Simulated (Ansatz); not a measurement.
# FH9N3OSTa: the cost of one run

Program: Ansatz 0.2.0. Level of theory: RKS PBE/def2-SVP. These are calculated values, not measurements.

## (1) Starting point

Bond lengths: Ta1–O2 2.370 Å, O2–H3 1.010 Å, Ta1–F4 1.930 Å, Ta1–N5 2.160 Å, N5–H6 1.060 Å, N5–H7 1.060 Å, Ta1–N8 2.160 Å, N8–H9 1.060 Å, N8–H10 1.060 Å, Ta1–N11 2.160 Å, N11–H12 1.060 Å, N11–H13 1.060 Å, Ta1–S14 2.800 Å, S14–H15 1.400 Å. Angles (14 of 26 angles, heavy atoms first): O2–Ta1–F4 90.0°, O2–Ta1–N5 90.0°, O2–Ta1–N8 120.0°, O2–Ta1–N11 120.0°, O2–Ta1–S14 71.6°, F4–Ta1–N5 180.0°, F4–Ta1–N8 90.0°, F4–Ta1–N11 90.0°, F4–Ta1–S14 59.6°, N5–Ta1–N8 90.0°, N5–Ta1–N11 90.0°, N5–Ta1–S14 120.4°, N8–Ta1–N11 120.0°, N8–Ta1–S14 148.6°.

Coordinates:

```xyz
16

Ta    0.0000    0.0000    0.0000
O     2.3700    0.0000    0.0000
H     2.7071   -0.5308    0.7903
F     0.0000    0.0000    1.9300
N     0.0000    0.0000   -2.1600
H    -0.6116   -0.6845   -2.6900
H     0.6116    0.6845   -2.6900
N    -1.0800    1.8706    0.0000
H    -1.6414    2.1584    0.8518
H    -1.0486    2.5007   -0.8518
N    -1.0800   -1.8706    0.0000
H    -1.8056   -2.0636    0.7482
H    -0.8844   -2.5955   -0.7482
S     0.8829   -2.2490    1.4151
H     0.0982   -3.3559    1.0702
H     2.1262   -1.1473    0.7219
```

## (2) Pulling towards end A

Springs on the bonds that form and break draw the guess towards this end; the thresholds are loose.

input.yaml

```yaml
crystal:
  periodic: [false, false, false]
  atoms:
    - { symbol: Ta, position_ang: [0.0, 0.0, 0.0] }
    - { symbol: O, position_ang: [2.37, 0.0, 0.0] }
    - { symbol: H, position_ang: [2.7071, -0.5308, 0.7903] }
    - { symbol: F, position_ang: [0.0, 0.0, 1.93] }
    - { symbol: "N", position_ang: [0.0, 0.0, -2.16] }
    - { symbol: H, position_ang: [-0.6116, -0.6845, -2.69] }
    - { symbol: H, position_ang: [0.6116, 0.6845, -2.69] }
    - { symbol: "N", position_ang: [-1.08, 1.8706, 0.0] }
    - { symbol: H, position_ang: [-1.6414, 2.1584, 0.8518] }
    - { symbol: H, position_ang: [-1.0486, 2.5007, -0.8518] }
    - { symbol: "N", position_ang: [-1.08, -1.8706, 0.0] }
    - { symbol: H, position_ang: [-1.8056, -2.0636, 0.7482] }
    - { symbol: H, position_ang: [-0.8844, -2.5955, -0.7482] }
    - { symbol: S, position_ang: [0.8829, -2.249, 1.4151] }
    - { symbol: H, position_ang: [0.0982, -3.3559, 1.0702] }
    - { symbol: H, position_ang: [2.1262, -1.1473, 0.7219] }
basis:
  gaussian: { orbitals: def2-SVP }
hamiltonian:
  xc: pbe
relax:
  f_tol: 0.15
  max_steps: 25
  restrain:
    - { distance: [0, 13], at: 3.7, k: 30.0 }
    - { distance: [15, 1], at: 2.21, k: 30.0 }
    - { distance: [0, 1], at: 2.02, k: 30.0 }
    - { distance: [15, 13], at: 1.4, k: 30.0 }
```

Run with:

```console
$ ansatz run input.yaml --threads 4 --pin off --max-ram 5120MiB --backend cpu --events-out ev --progress --plain --runs-dir out
```

What time and memory should one allow on 4 threads of Arm Neoverse V1, shared host?

About 63 s, with a peak of 0.26 GiB.
